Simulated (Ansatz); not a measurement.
**W: a trigonal deformation path**

An exercise on one series of results from a longer session: the logs are not shown, and one member is left open.

Method: DFT PBEsol, scalar-relativistic, plane waves, PAW, in Ansatz 0.2.0.

### The starting structure

Symmetry: Fm-3m, No. 225, cubic system. Conventional cell: a = 4.060 Å, b = 4.060 Å, c = 4.060 Å, α = 90.00°, β = 90.00°, γ = 90.00°. W (site symmetry m-3m) is surrounded by 12 W at 2.87 Å.

Structure file:

```xyz
1
Lattice="0.0000 2.0300 2.0300 2.0300 0.0000 2.0300 2.0300 2.0300 0.0000" Properties=species:S:1:pos:R:3 pbc="T T T"
W     0.0000    0.0000    0.0000
```

The cell is taken as given, not relaxed at this level.

### Zero of energy

Reference values: F = -10256.0464 eV; pressure -12.74 GPa; largest force 0.000 eV/Å; gap on the mesh none (metal). It was computed beforehand with the settings of the runs below.

The first run:

At fixed volume and fractional coordinates, lengths along (0.577, 0.577, 0.577) are scaled against those across it; ρ is that ratio over its starting value.

input.yaml

```yaml
crystal:
  lattice:
    - [-0.8525465771, 1.7050931542, 1.7050931542]
    - [1.7050931542, -0.8525465771, 1.7050931542]
    - [1.7050931542, 1.7050931542, -0.8525465771]
  atoms:
    - { symbol: W, position: [0.0, 0.0, 0.0] }
basis:
  ecutwfc: 420
kpoints:
  mp_grid: { grid: [22, 22, 22] }
hamiltonian:
  xc: pbesol
scf:
  occupations: { method: gaussian, width: 0.15 }
output:
  forces: true
  stress: true
  eigenvalues: true
```

Launch:

```sh
> ansatz run input.yaml --threads 1 --pin off --max-ram 2560MiB --backend cpu --events-out ev --progress --plain --runs-dir out
```

Steps of the session up to this table: ρ = 0.500; ρ = 2.000; At ρ = 0.710; ρ = 1.410; ρ = 0.600; Point ρ = 0.850; At ρ = 1.200; At ρ = 1.700; At ρ = 0.930; ρ = 1.080.

One of the session's tables, all rows but one given; the rest of the session is left out.

```
    ρ  ΔE (meV/atom)  pressure (GPa)
0.500         1022.9            16.0
0.600          752.4            10.4
0.710          237.6            -0.8
0.850              ?               ?
0.930          -38.9           -12.0
1.000            0.0           -12.7
1.080          -14.6           -11.7
1.200          115.7            -5.3
1.410          870.5            18.0
1.700         2499.6            65.6
2.000         4482.4           122.0
```

**Question.** Estimate the row for ρ = 0.850.

Worked estimate for «ΔE (meV/atom)». A straight line through the neighbours (0.710, 237.6) and (0.930, -38.9) gives 237.6 + (-38.9 − 237.6) × (0.850 − 0.710) / (0.930 − 0.710) = 61.6; a parabola fitted to 4 rows on both sides gives -48.8.

As computed: ΔE (meV/atom): -76.1; pressure (GPa): -10.0. In «ΔE (meV/atom)» the line misses by +137.7 and the parabola by +27.3.
